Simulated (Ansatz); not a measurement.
# C2H7AlO2: a ladder of functionals and wavefunction methods

One table from this session's results is given with a row withheld; the runs are named, their logs left out.

Method: functionals in def2-TZVPP, the program's frozen cores in correlated methods; program: Ansatz 0.2.0, Gaussian basis.

Levels to be run: LDA (SPW92), PBE-D4, revPBE-D4, BLYP-D4, r2SCAN-D4, B97M-V, PBE0-D4, B3LYP-D4, r2SCANh-D4, r2SCAN0-D4, HSE06-D4, BHLYP-D4, CAM-B3LYP-D4, LC-ωPBE, ωB97X-V, ωB97M-V, B2PLYP, PBE-QIDH; CCSD(T)/def2-SVP; CCSD(T)/def2-TZVPP; MP2/def2-QZVPP; extrapolation to the limit; RPA on PBE.

## The relaxed structure

An earlier PBE0-D4 in a triple-zeta def2 set relaxation fixed the geometry.

SMILES `CO[CH2][AlH][OH]`, 12 atoms, charge 0, spin multiplicity 1.

Atoms are counted from 1 here; the program's logs count them from 0.

Bond lengths: C1–O2 1.395 Å, C1–H6 1.091 Å, C1–H7 1.100 Å, C1–H8 1.104 Å, O2–C3 1.422 Å, C3–Al4 1.986 Å, C3–H9 1.102 Å, C3–H10 1.097 Å, Al4–O5 1.698 Å, Al4–H11 1.582 Å, O5–H12 0.957 Å. Angles: O2–C1–H6 108.0°, O2–C1–H7 111.7°, O2–C1–H8 111.9°, H6–C1–H7 108.9°, H6–C1–H8 108.5°, H7–C1–H8 107.8°, C1–O2–C3 111.9°, O2–C3–Al4 112.5°, O2–C3–H9 110.4°, O2–C3–H10 106.2°, Al4–C3–H9 113.4°, Al4–C3–H10 108.6°, H9–C3–H10 105.1°, C3–Al4–O5 118.5°, C3–Al4–H11 124.8°, O5–Al4–H11 116.7°, Al4–O5–H12 121.2°.

Set-up of the first run:

Contents of in.yaml:

```yaml
crystal:
  periodic: [false, false, false]
  atoms:
    - {symbol: C, position_ang: [-0.689758, -0.159859, 1.492698]}
    - {symbol: O, position_ang: [0.521673, 0.406843, 1.095440]}
    - {symbol: C, position_ang: [1.125788, -0.321859, 0.033901]}
    - {symbol: Al, position_ang: [0.227965, -0.009641, -1.710182]}
    - {symbol: O, position_ang: [-0.863943, 1.284361, -1.839440]}
    - {symbol: H, position_ang: [-1.106738, 0.460353, 2.287160]}
    - {symbol: H, position_ang: [-0.554302, -1.182823, 1.872688]}
    - {symbol: H, position_ang: [-1.415920, -0.201526, 0.662379]}
    - {symbol: H, position_ang: [1.210008, -1.388565, 0.298386]}
    - {symbol: H, position_ang: [2.159943, 0.038947, -0.035399]}
    - {symbol: H, position_ang: [0.499596, -0.844198, -3.026603]}
    - {symbol: H, position_ang: [-1.037311, 1.862769, -1.097126]}
basis:
  gaussian: {orbitals: def2-TZVPP}
hamiltonian: {xc: lda}
output: {orbitals: {seedname: orbitals}}
```

Run with:

```bash
ansatz run in.yaml --threads 4 --pin off --events-out ev --progress --plain --max-ram 10444MiB
```

Steps of the session up to this table: LDA; PBE-D4 (GGA); revPBE-D4 (GGA); BLYP-D4 (GGA); r2SCAN-D4 (meta-GGA); B97M-V (meta-GGA); B3LYP-D4 (hybrid); r2SCANh-D4 (hybrid); r2SCAN0-D4 (hybrid); HSE06-D4 (hybrid); BHLYP-D4 (hybrid); CAM-B3LYP-D4 (range-separated); LC-ωPBE (range-separated); ωB97X-V (range-separated); ωB97M-V (range-separated); B2PLYP (double hybrid); PBE-QIDH (double hybrid).

One table of the session follows, with a row left open; its other results are not shown here.

It belongs to the step «Orbital energies across the functionals». 

| functional | HOMO (eV) | gap (eV) |
| --- | --- | --- |
| LDA (SPW92) | -5.49 | 3.82 |
| PBE-D4 | -5.36 | 3.94 |
| revPBE-D4 | -5.30 | 3.99 |
| BLYP-D4 | -5.27 | 3.96 |
| r2SCAN-D4 | -5.61 | 4.53 |
| B97M-V | -5.76 | 4.47 |
| PBE0-D4 | -6.76 | 6.11 |
| B3LYP-D4 | ? | ? |
| r2SCANh-D4 | -6.14 | 5.32 |
| r2SCAN0-D4 | -6.94 | 6.49 |
| HSE06-D4 | -6.36 | 5.34 |
| BHLYP-D4 | -8.12 | 8.21 |
| CAM-B3LYP-D4 | -8.16 | 8.42 |
| LC-ωPBE | -9.44 | 10.81 |
| ωB97X-V | -9.14 | 10.37 |
| ωB97M-V | -9.05 | 9.98 |

Estimate the missing values for B3LYP-D4.

Worked estimate for «HOMO (eV)». Against the share of exact exchange, BLYP-D4 (0, -5.27), BHLYP-D4 (0.5, -8.12) give a slope of -5.70 per unit share; at 0.2 the line stands at -6.41.

As computed: HOMO (eV): -6.55; gap (eV): 5.68. In «HOMO (eV)» the line misses by +0.14.
